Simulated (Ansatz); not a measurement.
# AlFH2SeSiZn: the cost of one run

The runs use Ansatz 0.2.0; RKS PBE-D4/def2-SVP.

## Step 1: The system as given

SMILES `[F][Al]1[Zn][SiH2][Se]1`, 7 atoms, charge 0, spin multiplicity 1.

Atoms are counted from 1 here; the program's logs count them from 0.

Bond lengths: F1–Al2 1.680 Å, Al2–Zn3 2.418 Å, Al2–Se5 2.402 Å, Zn3–Si4 2.392 Å, Si4–Se5 2.340 Å, Si4–H6 1.508 Å, Si4–H7 1.507 Å. Angles: F1–Al2–Zn3 156.4°, F1–Al2–Se5 120.5°, Zn3–Al2–Se5 83.1°, Al2–Zn3–Si4 95.0°, Zn3–Si4–Se5 85.0°, Zn3–Si4–H6 121.6°, Zn3–Si4–H7 122.0°, Se5–Si4–H6 107.5°, Se5–Si4–H7 107.4°, H6–Si4–H7 108.4°, Al2–Se5–Si4 96.8°.

Coordinates:

```xyz
7
AlFH2SeSiZn
F     0.4537   -3.1443    1.8215
Al    0.5961   -1.7485    0.8976
Zn    1.7186   -0.1048   -0.4759
Si   -0.2039    1.2942   -0.7398
Se   -1.2963   -0.3055    0.5723
H    -0.3194    2.6185   -0.0289
H    -0.9487    1.3905   -2.0468
```

## Step 2: Relaxation

Input file input.yaml:

```yaml
crystal:
  periodic: [false, false, false]
  atoms:
    - { symbol: F, position_ang: [0.453721, -3.144349, 1.821465] }
    - { symbol: Al, position_ang: [0.596069, -1.748468, 0.897604] }
    - { symbol: Zn, position_ang: [1.718567, -0.104769, -0.47588] }
    - { symbol: Si, position_ang: [-0.203911, 1.294158, -0.739802] }
    - { symbol: Se, position_ang: [-1.296346, -0.305516, 0.572252] }
    - { symbol: H, position_ang: [-0.319432, 2.618474, -0.028871] }
    - { symbol: H, position_ang: [-0.948658, 1.390471, -2.046768] }
basis:
  gaussian: { orbitals: def2-SVP }
hamiltonian:
  xc: pbe
  dispersion: d4
output:
  forces: true
relax:
  f_tol: 0.003
  max_steps: 120
```

Started as:

```
ansatz run input.yaml --threads 1 --pin off --max-ram 2560MiB --backend cpu --events-out ev --progress --plain --runs-dir out
```

**Question.** How long does this run take on 1 thread of Arm Neoverse V1, shared host, and how much memory does it need?

About 47 s, with a peak of 0.19 GiB.
